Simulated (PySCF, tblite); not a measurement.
# C₆H₉FOSi: geometry, infrared bands and NMR shifts

Aim: predict the infrared bands and NMR shifts of C₆H₉FOSi (`O=C/C=C(\F)[SiH2]C1CC1`).

Programs: tblite 0.8.0 and PySCF 2.14.0, with density-fitted response routines of our own. Each step states its level of theory. These are calculated values for one molecule in the gas phase, unless marked as measured. Atoms are numbered from 0 throughout.

## 1. The starting structure

18 atoms, charge 0, multiplicity 1; geometry from: force field or distance geometry start.

Bonds of the start (Å): O0–C1 1.24, C1–C2 1.47, C2–C3 1.35, C3–F4 1.34, C3–Si5 1.85, Si5–C6 1.88, C6–C7 1.51, C7–C8 1.51, C8–C6 1.51, C1–H9 1.09, C2–H10 1.08, Si5–H11 1.49, Si5–H12 1.47, C6–H13 1.08, C7–H14 1.08, C7–H15 1.08, C8–H16 1.09, C8–H17 1.09.

## 2. Relaxing the molecule with GFN2-xTB

Job settings and geometry (Å):

```
{"job": {"kind": "relax", "xc": "GFN2-xTB", "basis": "xTB"}, "charge": 0, "multiplicity": 1}
O      4.413900     0.447100     0.695100
C      3.572200     0.361500    -0.211700
C      2.234300    -0.166300     0.072300
C      1.327600    -0.249100    -0.929200
F      1.679700     0.131900    -2.161500
Si    -0.396100    -0.884200    -0.704000
C     -1.571900     0.517300    -0.265500
C     -1.678300     0.963300     1.177400
C     -2.810600     0.200300     0.530900
H      3.794500     0.651900    -1.236100
H      2.022800    -0.451700     1.093300
H     -0.408400    -1.898200     0.389200
H     -0.859900    -1.548100    -1.933600
H     -1.640400     1.273100    -1.033700
H     -1.127200     0.461100     1.954300
H     -1.833400     2.017900     1.379600
H     -3.719000     0.758200     0.295300
H     -3.008500    -0.812400     0.876300
```

On the command line:

```console
> OMP_NUM_THREADS=1 python probes_run.py task.json out
```

This one command runs all jobs of the session in turn.

**Question.** This job is followed by: GFN2-xTB harmonic vibrations, gas phase; GIAO PBE0/pcSseg-1 NMR shielding, non-relativistic, gas phase. Predict these results of the whole session: strongest single infrared mode (GFN2-xTB); zero-point energy (GFN2-xTB); ¹³C shifts against TMS (PBE0/pcSseg-1, means over atoms taken as alike); ¹H shifts against TMS (PBE0/pcSseg-1, means over atoms taken as alike); ¹⁷O shifts against H2O (PBE0/pcSseg-1); ¹⁹F shifts against CFCl3 (PBE0/pcSseg-1); ²⁹Si shifts against TMS (PBE0/pcSseg-1); surface potential, 1st and 99th percentile.

The runs gave:

```
                                                               quantity                                    value
                              strongest single infrared mode (GFN2-xTB)                    1737 cm⁻¹, 383 km/mol
                                           zero-point energy (GFN2-xTB)                            81.4 kcal/mol
¹³C shifts against TMS (PBE0/pcSseg-1, means over atoms taken as alike)       196.2, 190.1, 131.2, 4.4, -4.1 ppm
 ¹H shifts against TMS (PBE0/pcSseg-1, means over atoms taken as alike)  10.49, 5.77, 4.27, 0.86, 0.34, 0.10 ppm
                                 ¹⁷O shifts against H2O (PBE0/pcSseg-1)                                705.5 ppm
                               ¹⁹F shifts against CFCl3 (PBE0/pcSseg-1)                                -91.2 ppm
                                ²⁹Si shifts against TMS (PBE0/pcSseg-1)                                -34.6 ppm
                                  surface potential, 1st and 99th percentile                       -1.72 V and 1.29 V
```

Relaxing lowered the energy by 0.193 eV in 65 steps; the close pair that moved most is C3–Si5, from 1.851 to 1.906 Å. No mode is imaginary among the 48: a minimum at this level. The strongest single mode, at 1737 cm⁻¹, moves mainly C1 and O0. GFN2-xTB is a fitted tight-binding method: band positions and strengths are rough. Its intensities can rank the bands wrongly. The most deshielded hydrogen is H9 (hydrogen on an aldehyde carbonyl carbon), at 10.49 ppm: the formyl region, downfield of aromatic protons. At PBE0/pcSseg-1: The largest span, 1470 ppm, is at O0, where the paramagnetic term is -763 ppm. By nearest atom (PBE0/pcSseg-1), the HOMO sits on O0 65 %; H9 13 % and the LUMO on C3 28 %; O0 20 %.
